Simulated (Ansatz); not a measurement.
**TlAgTe2: response to strain**

Aim: deform TlAgTe2 (zz strain of -1 %) and compute stress, forces and field gradients with LAPW, PAW and all-electron datasets made for the crystal.

Computed with Ansatz 0.2.0 (DFT LDA, scalar-relativistic, unless a step's input says otherwise).

### Step 1. The structure to begin with

Symmetry: I-4m2, No. 119, tetragonal system. Conventional cell: a = 3.920 Å, b = 3.920 Å, c = 15.220 Å, α = 90.00°, β = 90.00°, γ = 90.00°. Tl (site symmetry -4m2) has 8 Te at 3.41 Å and 4 Tl at 3.92 Å in its first shell of neighbours. Ag (site symmetry -4m2) is surrounded by 4 Te at 2.67 Å. Te (site symmetry 2mm) has 2 Ag at 2.67 Å and 4 Tl at 3.41 Å in its first shell of neighbours.

Structure file:

```xyz
4
Lattice="-1.9600 1.9600 7.6100 1.9600 -1.9600 7.6100 1.9600 1.9600 -7.6100" Properties=species:S:1:pos:R:3 pbc="T T T"
Tl    0.0000    0.0000    0.0000
Ag    0.0000    1.9600    3.8050
Te    0.0000    0.0000    5.6162
Te    0.0000    0.0000    9.6038
```

Atoms are numbered in the order of the input: Tl1, Ag2, Te3, Te4.

### Step 2. After the deformation

Space group I-4m2 before, I-4m2 after.

### Step 3. Full-potential LAPW

Input file input.yaml:

```yaml
crystal:
  lattice:
    - [-1.96, 1.96, 7.5339]
    - [1.96, -1.96, 7.5339]
    - [1.96, 1.96, -7.5339]
  atoms:
    - { symbol: Tl, position: [0.0, 0.0, 0.0] }
    - { symbol: Ag, position: [0.75, 0.25, 0.5] }
    - { symbol: Te, position: [0.369, 0.369, 0.0] }
    - { symbol: Te, position: [0.631, 0.631, 0.0] }
kpoints:
  mp_grid: { grid: [13, 13, 13] }
  band_path:
    path:
      - [0.0, 0.0, 0.0]
      - [0.0, 0.0, 0.5]
      - [0.25, 0.25, 0.25]
      - [0.0, 0.5, 0.0]
      - [0.0, 0.0, 0.0]
      - [0.5, 0.5, -0.5]
      - [0.266920471, 0.733079529, -0.266920471]
      - [-0.266920471, 0.266920471, 0.266920471]
      - [0.0, 0.0, 0.0]
    npoints: 5
scf:
  occupations: { method: fermi_dirac, width: 0.05 }
hamiltonian:
  xc: lda
  pseudopotentials: { kind: all_electron, lapw: { basis_error: 0.0005 } }
output:
  forces: true
  stress: true
  eigenvalues: true
```

Started as:

```console
$ ansatz run input.yaml --threads 1 --pin off --max-ram 4096MiB --backend cpu --events-out ev --progress --plain --runs-dir out
```

### Step 4. PAW with frozen cores

Input file input.yaml:

```yaml
crystal:
  lattice:
    - [-1.96, 1.96, 7.5339]
    - [1.96, -1.96, 7.5339]
    - [1.96, 1.96, -7.5339]
  atoms:
    - { symbol: Tl, position: [0.0, 0.0, 0.0] }
    - { symbol: Ag, position: [0.75, 0.25, 0.5] }
    - { symbol: Te, position: [0.369, 0.369, 0.0] }
    - { symbol: Te, position: [0.631, 0.631, 0.0] }
kpoints:
  mp_grid: { grid: [13, 13, 13] }
scf:
  occupations: { method: fermi_dirac, width: 0.05 }
hamiltonian:
  xc: lda
  pseudopotentials: { kind: paw }
output:
  forces: true
  stress: true
  eigenvalues: true
  efg: { contact_densities: true }
  write_density: true
  write_potential: true
  elf: true
  volumetric_format: npy
```

### Step 5. All-electron PAW on datasets made for the crystal

Changes to input.yaml since step 4:

```diff
@@ -16,3 +16,3 @@
   xc: lda
-  pseudopotentials: { kind: paw }
+  pseudopotentials: { kind: all_electron, datasets: crystal }
 output:
@@ -22,5 +22 @@
   efg: { contact_densities: true }
-  write_density: true
-  write_potential: true
-  elf: true
-  volumetric_format: npy
```

(Steps that only read results are left out.)

**Question.** What will these runs give? Wanted: pressure; largest shear or deviatoric stress.

**Answer**, as computed:

```
                                 quantity                                              value
                                 pressure  LAPW -0.83, PAW -0.84, crystal datasets -0.83 GPa
largest shear or deviatoric stress (LAPW)                                           1.80 GPa
```

The largest part of the stress beyond the pressure is 1.80 GPa in size, in the zz component; the atoms are carried along and not relaxed. No run of the undeformed cell stands beside it, so pressure and stress hold what the given cell had before the change, as far as its symmetry allows. PAW: stress within 0.03 GPa of LAPW, forces within 2 meV/Å. Crystal datasets: stress within 0.01 GPa of LAPW, forces within 1 meV/Å. Spin-orbit coupling is left out, though the cell holds Tl; in elements this heavy it can shift bands and gaps by tenths of an eV.
